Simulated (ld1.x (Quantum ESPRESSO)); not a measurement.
# Pseudopotential generation for Zr: TM, PBE

Do these settings give a usable potential? It is generated, then checked for transferability, scattering, ghosts and hardness.

Method: ld1.x (Quantum ESPRESSO) 7.5, PBE, scalar-relativistic.

### 1 Starting point

Typed settings, in words:

```
element                 : zirconium (Zr, Z = 40)
type                    : norm-conserving Troullier–Martins (Kleinman–Bylander form)
frozen core             : [Kr]
valence charge          : 4
reference configuration : 4d2 5s1.75 5p0.25
partial waves           : 5s (bound): rc 3.40 bohr; 5p (bound): rc 3.65 bohr; 4d (bound): rc 1.70 bohr; 4f channel at 0.5 Ry: rc 2.80 bohr
local potential         : the f channel
core correction         : not asked for
```

The nodes and maxima of the atom's own shells, from an earlier all-electron run, set the scale for the radii.

All-electron outer shells of the reference configuration (PBE, scalar-relativistic, ld1.x):

```csv
shell,level (eV),outermost node (bohr),outermost maximum (bohr)
4s,-54.83,0.55,1.08
4p,-32.78,0.56,1.17
5s,-4.63,1.47,3.15
4d,-3.87,0.58,1.59
5p,-1.63,1.70,4.10
```

### 2 The generation run

Input file Zr.in:

```
 &input
   title='Zr', zed=40., rel=1, dft='PBE', iswitch=3,
   config='[Kr] 4d2 4f-2 5s1.75 5p0.25',
   nld=4, rlderiv=3.95, eminld=-2.0, emaxld=5.0, deld=0.02
 /
 &inputp
   pseudotype=2, tm=.true., lloc=3,
   nlcc=.false.,
   file_pseudopw='Zr.UPF', file_wfcaegen='ae.wfc', file_wfcncgen='nc.wfc', file_beta='beta', file_chi='chi'
 /
4
5S  1  0   1.75   0.00  3.40  3.40  0.0
5P  2  1   0.25   0.00  3.65  3.65  0.0
4D  3  2   2.00   0.00  1.70  1.70  0.0
4F  4  3  -2.00   0.50  2.80  2.80  0.0
 &test
   configts(1)='4d2 5s1.75 5p0.25'
 /
```

On the command line:

```
ld1.x < Zr.in > Zr.out
```

The output, Zr.out (without the banner and most projector matrices):

```text
     Program LD1 v.7.5
     --------------------------- All-electron run ----------------------------

     Zr
     scalar relativistic calculation

     atomic number is 40.00
     dft =PBE   lsd =0 sic =0 latt =0  beta=0.20 tr2=1.0E-14
     Exchange-correlation= PBE
                           (   1   4   3   4   0   0   0)
     mesh =1225 r(mesh) = 100.59681 a.u. xmin = -7.00 dx = 0.01250
     1 Ry =  13.60569312 eV, c = 137.03599908

     n l     nl                  e(Ry)          e(Ha)          e(eV)
     1 0     1S 1( 2.00)     -1310.1475      -655.0738    -17825.4650
     2 0     2S 1( 2.00)      -181.5536       -90.7768     -2470.1628
     2 1     2P 1( 6.00)      -161.9009       -80.9504     -2202.7736
     3 0     3S 1( 2.00)       -29.7736       -14.8868      -405.0905
     3 1     3P 1( 6.00)       -23.3709       -11.6855      -317.9776
     4 0     4S 1( 2.00)        -4.0296        -2.0148       -54.8250
     4 1     4P 1( 6.00)        -2.4094        -1.2047       -32.7811
     3 2     3D 1(10.00)       -12.8643        -6.4321      -175.0271
     4 2     4D 1( 2.00)        -0.2848        -0.1424        -3.8743
     5 0     5S 1( 1.75)        -0.3404        -0.1702        -4.6310
     5 1     5P 1( 0.25)        -0.1195        -0.0598        -1.6261

     final scf error:  6.3E-15 reached in  24 iterations

     Etot =   -7197.011905 Ry,   -3598.505953 Ha,  -97920.335383 eV

     Ekin =    7400.123716 Ry,    3700.061858 Ha,  100683.812348 eV
     Encl =  -17328.423544 Ry,   -8664.211772 Ha, -235765.213043 eV
     Eh   =    2959.049904 Ry,    1479.524952 Ha,   40259.924927 eV
     Exc  =    -227.761981 Ry,    -113.880990 Ha,   -3098.859615 eV

     normalization and overlap integrals

     s(1S/1S) =  1.000000  <r> =   0.0371  <r2> =    0.0019  r(max) =   0.0241
     s(2S/2S) =  1.000000  <r> =   0.1626  <r2> =    0.0312  r(max) =   0.1368
     s(2P/2P) =  1.000000  <r> =   0.1417  <r2> =    0.0245  r(max) =   0.1093
     s(3S/3S) =  1.000000  <r> =   0.4585  <r2> =    0.2410  r(max) =   0.4060
     s(3P/3P) =  1.000000  <r> =   0.4621  <r2> =    0.2489  r(max) =   0.4010
     s(4S/4S) =  1.000000  <r> =   1.2129  <r2> =    1.6686  r(max) =   1.0764
     s(4P/4P) =  1.000000  <r> =   1.3684  <r2> =    2.1503  r(max) =   1.1748
     s(3D/3D) =  1.000000  <r> =   0.4525  <r2> =    0.2477  r(max) =   0.3495
     s(4D/4D) =  1.000000  <r> =   2.2789  <r2> =    6.5026  r(max) =   1.5859
     s(5S/5S) =  1.000000  <r> =   3.7099  <r2> =   15.7220  r(max) =   3.1538
     s(5P/5P) =  1.000000  <r> =   5.1302  <r2> =   30.6628  r(max) =   4.1005

     ------------------------ End of All-electron run ------------------------

     --------------------- Generating NC pseudopotential ---------------------

      Generating local pot.: lloc=3, matching radius rcloc =   2.8000

      Wfc   5S  rcut= 3.442  Using Troullier-Martins method

      Wfc   5P  rcut= 3.619  Using Troullier-Martins method

      Wfc   4D  rcut= 1.709  Using Troullier-Martins method

     ------------------- End of pseudopotential generation -------------------

     [... the all-electron block is printed once more ...]


     Computing logarithmic derivative in   3.97446
     Computing logarithmic derivative in   3.97446
     Computing the partial wave expansion
     R is outside the sphere for l=    0 j= 0.00
     R is outside the sphere for l=    1 j= 0.00
     R is outside the sphere for l=    2 j= 0.00
       no projector for channel:   3

     ---------------------- Testing the pseudopotential ----------------------

     Zr
     scalar relativistic calculation

     atomic number is 40.00   valence charge is  4.00
     dft =PBE   lsd =0 sic =0 latt =0  beta=0.20 tr2=1.0E-14
     mesh =1225 r(mesh) = 100.59681 xmin = -7.00 dx = 0.01250

     n l     nl             e AE (Ry)        e PS (Ry)    De AE-PS (Ry)
     3 2     4D   1( 2.00)       -0.28475       -0.28475       -0.00001
     1 0     5S   1( 1.75)       -0.34037       -0.34037        0.00000
     2 1     5P   1( 0.25)       -0.11952       -0.11952       -0.00000

     eps = 7.9E-16  iter =  8

     Etot =   -7197.011905 Ry,   -3598.505953 Ha,  -97920.335383 eV
     Etotps =    -5.470359 Ry,      -2.735180 Ha,     -74.428030 eV

     Ekin =       5.835613 Ry,       2.917807 Ha,      79.397565 eV
     Encl =     -15.099030 Ry,      -7.549515 Ha,    -205.432775 eV
     Ehrt =       4.744234 Ry,       2.372117 Ha,      64.548592 eV
     Ecxc =      -1.599820 Ry,      -0.799910 Ha,     -21.766654 eV
     Epseu=       0.648643 Ry,       0.324322 Ha,       8.825241 eV

     ---------------------- End of pseudopotential test ----------------------
```

Wall time 1.2 s (1 thread of Neoverse-V2, shared host). This counts the later configuration tests of the new file too.

All-electron and pseudo partial waves u(r) = r·R(r), from the program's wave files:

```tsv
r (bohr)	4d AE	4d PS
0.182	-0.2344	0.0076
0.365	-0.2703	0.0561
0.548	-0.0479	0.1619
0.730	0.2087	0.3066
0.912	0.4162	0.4534
1.095	0.5592	0.5706
1.277	0.6421	0.6447
1.460	0.6799	0.6802
1.642	0.6860	0.6860
1.825	0.6715	0.6715
2.007	0.6448	0.6448
2.190	0.6110	0.6110
2.372	0.5743	0.5743
2.555	0.5364	0.5364
2.738	0.4990	0.4990
2.920	0.4630	0.4630
3.102	0.4285	0.4285
3.285	0.3956	0.3956
3.468	0.3645	0.3645
3.650	0.3354	0.3354
3.832	0.3080	0.3080
4.015	0.2824	0.2824
4.198	0.2585	0.2585
4.380	0.2364	0.2364
4.562	0.2160	0.2160
4.745	0.1970	0.1970
```

### 3 Configuration tests

Input file Zr.test.in:

```
 &input
   title='Zr', zed=40., rel=1, dft='PBE', iswitch=2,
   config='[Kr] 4d2 4f-2 5s1.75 5p0.25'
 /
 &test
   file_pseudo='Zr.UPF', nconf=8,
   configts(1)='4d2 5s1.75 5p0.25',
   configts(2)='4d2 5s2 5p0',
   configts(3)='4d2 5s1 5p0',
   configts(4)='4d2 5s0 5p0',
   configts(5)='4d1 5s0 5p0',
   configts(6)='4d1 5s2 5p0',
   configts(7)='4d3 5s1 5p0',
   configts(8)='4d2.5 5s1.5 5p0'
 /
```

On the command line:

```
ld1.x < Zr.test.in > Zr.test.out
```

Zr.test.out, the pseudopotential blocks, each with the warnings that came before it:

```text
     ---------------------- Testing the pseudopotential ----------------------

     Zr
     scalar relativistic calculation

     atomic number is 40.00   valence charge is  4.00
     dft =PBE   lsd =0 sic =0 latt =0  beta=0.20 tr2=1.0E-14
     mesh =1225 r(mesh) = 100.59681 xmin = -7.00 dx = 0.01250

     n l     nl             e AE (Ry)        e PS (Ry)    De AE-PS (Ry)
     3 2     4D   1( 2.00)       -0.28475       -0.28475       -0.00001
     1 0     5S   1( 1.75)       -0.34037       -0.34037        0.00000
     2 1     5P   1( 0.25)       -0.11952       -0.11952       -0.00000

     eps = 6.7E-15  iter =  6

     Etot =   -7197.011905 Ry,   -3598.505953 Ha,  -97920.335383 eV
     Etotps =    -5.470359 Ry,      -2.735180 Ha,     -74.428031 eV

     Ekin =       5.835613 Ry,       2.917807 Ha,      79.397564 eV
     Encl =     -15.099030 Ry,      -7.549515 Ha,    -205.432775 eV
     Ehrt =       4.744234 Ry,       2.372117 Ha,      64.548592 eV
     Ecxc =      -1.599820 Ry,      -0.799910 Ha,     -21.766654 eV
     Epseu=       0.648643 Ry,       0.324322 Ha,       8.825241 eV

     ---------------------- End of pseudopotential test ----------------------

     ---------------------- Testing the pseudopotential ----------------------

     Zr
     scalar relativistic calculation

     atomic number is 40.00   valence charge is  4.00
     dft =PBE   lsd =0 sic =0 latt =0  beta=0.20 tr2=1.0E-14
     mesh =1225 r(mesh) = 100.59681 xmin = -7.00 dx = 0.01250

     n l     nl             e AE (Ry)        e PS (Ry)    De AE-PS (Ry)
     3 2     4D   1( 2.00)       -0.26451       -0.26408       -0.00043
     1 0     5S   1( 2.00)       -0.32628       -0.32634        0.00006
     2 1     5P   1( 0.00)       -0.10799       -0.10800        0.00001

     eps = 7.6E-15  iter = 19

     Etot =   -7197.066779 Ry,   -3598.533389 Ha,  -97921.081979 eV
     Etotps =    -5.525244 Ry,      -2.762622 Ha,     -75.174778 eV
     dEtot_ae =      -0.054874 Ry
     dEtot_ps =      -0.054885 Ry,   Delta E=       0.000011 Ry

     Ekin =       5.768007 Ry,       2.884003 Ha,      78.477728 eV
     Encl =     -15.185126 Ry,      -7.592563 Ha,    -206.604170 eV
     Ehrt =       4.820504 Ry,       2.410252 Ha,      65.586298 eV
     Ecxc =      -1.623410 Ry,      -0.811705 Ha,     -22.087617 eV
     Epseu=       0.694781 Ry,       0.347391 Ha,       9.452982 eV

     ---------------------- End of pseudopotential test ----------------------

     Warning: n=2, l=1 expected 0 nodes, found 1
     ---------------------- Testing the pseudopotential ----------------------

     Zr
     scalar relativistic calculation

     atomic number is 40.00   valence charge is  4.00
     dft =PBE   lsd =0 sic =0 latt =0  beta=0.20 tr2=1.0E-14
     mesh =1225 r(mesh) = 100.59681 xmin = -7.00 dx = 0.01250

     n l     nl             e AE (Ry)        e PS (Ry)    De AE-PS (Ry)
     3 2     4D   1( 2.00)       -0.73368       -0.73351       -0.00017
     1 0     5S   1( 1.00)       -0.73090       -0.72901       -0.00188
     2 1     5P   1( 0.00)       -0.46021       -0.46021        0.00000

     eps = 2.3E-15  iter = 21

     Etot =   -7196.542213 Ry,   -3598.271106 Ha,  -97913.944892 eV
     Etotps =    -5.000990 Ry,      -2.500495 Ha,     -68.041937 eV
     dEtot_ae =       0.469692 Ry
     dEtot_ps =       0.469369 Ry,   Delta E=       0.000323 Ry

     Ekin =       6.071544 Ry,       3.035772 Ha,      82.607565 eV
     Encl =     -13.397637 Ry,      -6.698819 Ha,    -182.284142 eV
     Ehrt =       3.183440 Ry,       1.591720 Ha,      43.312910 eV
     Ecxc =      -1.303724 Ry,      -0.651862 Ha,     -17.738066 eV
     Epseu=       0.445387 Ry,       0.222693 Ha,       6.059795 eV

     ---------------------- End of pseudopotential test ----------------------

     ---------------------- Testing the pseudopotential ----------------------

     Zr
     scalar relativistic calculation

     atomic number is 40.00   valence charge is  4.00
     dft =PBE   lsd =0 sic =0 latt =0  beta=0.20 tr2=1.0E-14
     mesh =1225 r(mesh) = 100.59681 xmin = -7.00 dx = 0.01250

     n l     nl             e AE (Ry)        e PS (Ry)    De AE-PS (Ry)
     3 2     4D   1( 2.00)       -1.27152       -1.26308       -0.00844  !
     1 0     5S   1( 0.00)       -1.17881       -1.15428       -0.02452  !
     2 1     5P   1( 0.00)       -0.85757       -0.85757        0.00000

     eps = 2.2E-15  iter =  9

     Etot =   -7195.591120 Ry,   -3597.795560 Ha,  -97901.004620 eV
     Etotps =    -4.059988 Ry,      -2.029994 Ha,     -55.238951 eV
     dEtot_ae =       1.420785 Ry
     dEtot_ps =       1.410371 Ry,   Delta E=       0.010414 Ry

     Ekin =       6.370646 Ry,       3.185323 Ha,      86.677059 eV
     Encl =     -11.274018 Ry,      -5.637009 Ha,    -153.390823 eV
     Ehrt =       1.816009 Ry,       0.908005 Ha,      24.708065 eV
     Ecxc =      -0.990443 Ry,      -0.495222 Ha,     -13.475669 eV
     Epseu=       0.017817 Ry,       0.008909 Ha,       0.242417 eV

     ---------------------- End of pseudopotential test ----------------------

     Warning: n=1, l=0 expected 0 nodes, found 1
     ---------------------- Testing the pseudopotential ----------------------

     Zr
     scalar relativistic calculation

     atomic number is 40.00   valence charge is  4.00
     dft =PBE   lsd =0 sic =0 latt =0  beta=0.20 tr2=1.0E-14
     mesh =1225 r(mesh) = 100.59681 xmin = -7.00 dx = 0.01250

     n l     nl             e AE (Ry)        e PS (Ry)    De AE-PS (Ry)
     3 2     4D   1( 1.00)       -2.07285       -2.04403       -0.02882  !
     1 0     5S   1( 0.00)       -1.78561       -1.88237        0.09676  !
     2 1     5P   1( 0.00)       -1.39421       -1.39421        0.00000

     eps = 2.9E-16  iter = 11

     Etot =   -7193.928092 Ry,   -3596.964046 Ha,  -97878.377969 eV
     Etotps =    -2.411408 Ry,      -1.205704 Ha,     -32.808873 eV
     dEtot_ae =       3.083813 Ry
     dEtot_ps =       3.058952 Ry,   Delta E=       0.024861 Ry

     Ekin =       3.585664 Ry,       1.792832 Ha,      48.785445 eV
     Encl =      -6.054439 Ry,      -3.027219 Ha,     -82.374838 eV
     Ehrt =       0.491163 Ry,       0.245581 Ha,       6.682612 eV
     Ecxc =      -0.441472 Ry,      -0.220736 Ha,      -6.006533 eV
     Epseu=       0.007676 Ry,       0.003838 Ha,       0.104442 eV

     ---------------------- End of pseudopotential test ----------------------

     ---------------------- Testing the pseudopotential ----------------------

     Zr
     scalar relativistic calculation

     atomic number is 40.00   valence charge is  4.00
     dft =PBE   lsd =0 sic =0 latt =0  beta=0.20 tr2=1.0E-14
     mesh =1225 r(mesh) = 100.59681 xmin = -7.00 dx = 0.01250

     n l     nl             e AE (Ry)        e PS (Ry)    De AE-PS (Ry)
     3 2     4D   1( 1.00)       -0.88850       -0.88043       -0.00807  !
     1 0     5S   1( 2.00)       -0.81192       -0.81235        0.00044
     2 1     5P   1( 0.00)       -0.51719       -0.51719        0.00000

     eps = 3.1E-15  iter = 17

     Etot =   -7196.503510 Ry,   -3598.251755 Ha,  -97913.418318 eV
     Etotps =    -4.964317 Ry,      -2.482159 Ha,     -67.542978 eV
     dEtot_ae =       0.508395 Ry
     dEtot_ps =       0.506042 Ry,   Delta E=       0.002353 Ry

     Ekin =       3.620172 Ry,       1.810086 Ha,      49.254950 eV
     Encl =     -11.185920 Ry,      -5.592960 Ha,    -152.192191 eV
     Ehrt =       2.797464 Ry,       1.398732 Ha,      38.061437 eV
     Ecxc =      -1.158686 Ry,      -0.579343 Ha,     -15.764727 eV
     Epseu=       0.962652 Ry,       0.481326 Ha,      13.097552 eV

     ---------------------- End of pseudopotential test ----------------------

     ---------------------- Testing the pseudopotential ----------------------

     Zr
     scalar relativistic calculation

     atomic number is 40.00   valence charge is  4.00
     dft =PBE   lsd =0 sic =0 latt =0  beta=0.20 tr2=1.0E-14
     mesh =1225 r(mesh) = 100.59681 xmin = -7.00 dx = 0.01250

     n l     nl             e AE (Ry)        e PS (Ry)    De AE-PS (Ry)
     3 2     4D   1( 3.00)       -0.17151       -0.16961       -0.00190
     1 0     5S   1( 1.00)       -0.28240       -0.28216       -0.00024
     2 1     5P   1( 0.00)       -0.08636       -0.08636        0.00000

     eps = 5.1E-15  iter = 19

     Etot =   -7196.978959 Ry,   -3598.489480 Ha,  -97919.887130 eV
     Etotps =    -5.436339 Ry,      -2.718170 Ha,     -73.965165 eV
     dEtot_ae =       0.032946 Ry
     dEtot_ps =       0.034020 Ry,   Delta E=      -0.001074 Ry

     Ekin =       7.447827 Ry,       3.723914 Ha,     101.332849 eV
     Encl =     -16.629518 Ry,      -8.314759 Ha,    -226.256121 eV
     Ehrt =       5.150971 Ry,       2.575486 Ha,      70.082536 eV
     Ecxc =      -1.730331 Ry,      -0.865165 Ha,     -23.542348 eV
     Epseu=       0.324711 Ry,       0.162356 Ha,       4.417919 eV

     ---------------------- End of pseudopotential test ----------------------

     ---------------------- Testing the pseudopotential ----------------------

     Zr
     scalar relativistic calculation

     atomic number is 40.00   valence charge is  4.00
     dft =PBE   lsd =0 sic =0 latt =0  beta=0.20 tr2=1.0E-14
     mesh =1225 r(mesh) = 100.59681 xmin = -7.00 dx = 0.01250

     n l     nl             e AE (Ry)        e PS (Ry)    De AE-PS (Ry)
     3 2     4D   1( 2.50)       -0.21388       -0.21285       -0.00103
     1 0     5S   1( 1.50)       -0.30267       -0.30251       -0.00016
     2 1     5P   1( 0.00)       -0.09608       -0.09566       -0.00042

     eps = 5.4E-15  iter = 27

     Etot =   -7197.029014 Ry,   -3598.514507 Ha,  -97920.568163 eV
     Etotps =    -5.487094 Ry,      -2.743547 Ha,     -74.655723 eV
     dEtot_ae =      -0.017109 Ry
     dEtot_ps =      -0.016735 Ry,   Delta E=      -0.000374 Ry

     Ekin =       6.671192 Ry,       3.335596 Ha,      90.766186 eV
     Encl =     -15.970435 Ry,      -7.985218 Ha,    -217.288841 eV
     Ehrt =       4.992610 Ry,       2.496305 Ha,      67.927924 eV
     Ecxc =      -1.678265 Ry,      -0.839132 Ha,     -22.833954 eV
     Epseu=       0.497804 Ry,       0.248902 Ha,       6.772962 eV

     ---------------------- End of pseudopotential test ----------------------
```

Excitation and ionisation energies from 4d2 5s1.75 5p0.25, with the error of the potential. A star marks tests that logged a warning.

| valence configuration | charge | ΔE all-electron (eV) | error AE − PS (meV) |
| --- | --- | --- | --- |
| 4d2 5s2 5p0 | 0 | -0.747 | +0.1 |
| 4d2 5s1 5p0 * | +1 | 6.390 | +4.4 |
| 4d2 5s0 5p0 | +2 | 19.331 | +142 |
| 4d1 5s0 5p0 * | +3 | 41.957 | +338 |
| 4d1 5s2 5p0 | +1 | 6.917 | +32 |
| 4d3 5s1 5p0 | 0 | 0.448 | -15 |
| 4d2.5 5s1.5 5p0 | 0 | -0.233 | -5.1 |

### 4 Scattering by logarithmic derivatives

Taken from the files of the generation run. The phase is arctan(r·u′/u) with u = r·R, unwrapped, with energies in Ry. A pole is an energy at which the radial function vanishes at the test radius. The pseudo phase is shifted by a multiple of π to meet the all-electron one at the reference energy. Levels narrower than the energy grid can be missing from the poles. The last column is the largest difference on the grid between −1 and +1 Ry.

| channel | radius (bohr) | reference (Ry) | poles AE | poles PS | window around the reference with phases within 0.05 rad (Ry) | largest difference near zero (rad) |
| --- | --- | --- | --- | --- | --- | --- |
| s | 3.97 | -0.34 | 0.28, 3.86 | 0.28, 3.03 | below 1.2 | 0.017 |
| p | 3.97 | -0.12 | 0.91, 4.65 | -0.25, 0.96, 4.36 | -0.2 to 2.3 | 3.133 |
| d | 3.97 | -0.28 | -0.17, 2.18 | -0.17, 2.37 | below 0.6 | 0.194 |
| f | 3.97 | 0.50 | 1.59, 3.97 | 1.60, 4.33 | below 2.2 | 0.002 |

Phases (rad) along the scan:

```tsv
E (Ry)	p AE	p PS	d AE	d PS
-2.00	1.378	4.515	1.389	1.389
-1.52	1.340	4.477	1.359	1.359
-1.04	1.272	4.408	1.305	1.305
-0.56	1.095	4.223	1.112	1.113
-0.08	-0.069	-0.067	-1.684	-1.682
0.40	-1.358	-1.343	-2.022	-2.006
0.88	-1.563	-1.551	-3.441	-3.248
1.36	-1.670	-1.655	-4.463	-4.414
1.84	-1.798	-1.776	-4.647	-4.618
2.32	-2.205	-2.150	-4.735	-4.705
2.80	-4.096	-4.134	-4.811	-4.767
3.28	-4.513	-4.540	-4.930	-4.832
3.76	-4.622	-4.644	-5.404	-4.938
4.24	-4.678	-4.700	-7.376	-5.278
4.72	-4.718	-4.745	-7.686	-7.073
```

### 5 Cutoff and ghost test in a Bessel basis

This step uses the generator's waves and projectors in a separate script. Basis: spherical Bessel functions vanishing at 20 bohr, q² up to the cutoff; potential fixed at the reference.

All-electron valence levels (Ry): 5s -0.3404, 5p -0.1195, 4d -0.2848. The lowest levels of each channel (Ry) by cutoff; the last column sums, over occupied levels, occupation times the distance from the level at 400 Ry. A positive value at high cutoff is not a bound level.

```tsv
cutoff (Ry)	s #1	s #2	p #1	p #2	d #1	f #1	Σ f·Δε (mRy)
8	-1.9444	-0.3394	-0.1195	0.0331	0.0126	0.0909	596.4
12	-2.4091	-0.3403	-0.1195	-0.0706	-0.0063	0.0908	556.9
15	-2.4713	-0.3403	-0.2070	-0.1195	-0.0728	0.0908	424.1
21	-2.4938	-0.3404	-0.2547	-0.1195	-0.2514	0.0908	66.7
25	-2.4938	-0.3404	-0.2588	-0.1195	-0.2706	0.0908	28.4
30	-2.4940	-0.3404	-0.2589	-0.1195	-0.2809	0.0908	7.6
35	-2.4943	-0.3404	-0.2591	-0.1195	-0.2838	0.0908	1.8
40	-2.4945	-0.3404	-0.2592	-0.1195	-0.2846	0.0908	0.3
50	-2.4945	-0.3404	-0.2593	-0.1195	-0.2847	0.0908	0.0
400	-2.4945	-0.3404	-0.2593	-0.1195	-0.2847	0.0908	0.0
```

The sum stays within 10 mRy from 30 Ry and within 1 mRy from 40 Ry. The sum leaves out empty levels, which can need more. Ghost test: ghost states, bound below the all-electron valence or empty levels of the same l: s at -33.9 eV, p at -3.5 eV.

### 6 Results

| quantity | value |
| --- | --- |
| cutoffs for 10 and 1 mRy, occupied levels | 30 Ry and 40 Ry |
| bound ghosts | s at -33.94 eV, p at -3.53 eV |
| largest test error (AE − PS) | +338 meV, for 4d1 5s0 5p0 (one of 2 tests with a warning) |
| largest phase difference near zero energy, channels read | 3.133 rad |

In words: It has a bound ghost (s, p), a state that the atom doesn't have, and that rules the file out. By total energies transferability is poor: the largest error is 338 meV on 42.0 eV, for 4d1 5s0 5p0. It counts as soft on the atom at that tolerance, with 30 Ry needed at the looser tolerance. The slowest occupied level is 4d: taken alone it needs 35 Ry to come within 1 mRy, against 8 Ry for 5s. Of the channels read, p scatters worst near zero energy, by up to 3.13 rad. A step near π is an extra or missing state, not a misfit of shape. The pseudo curves have a pole with no partner nearby in the atom's: p at -0.25 Ry. All of this concerns the isolated atom, not yet a solid.
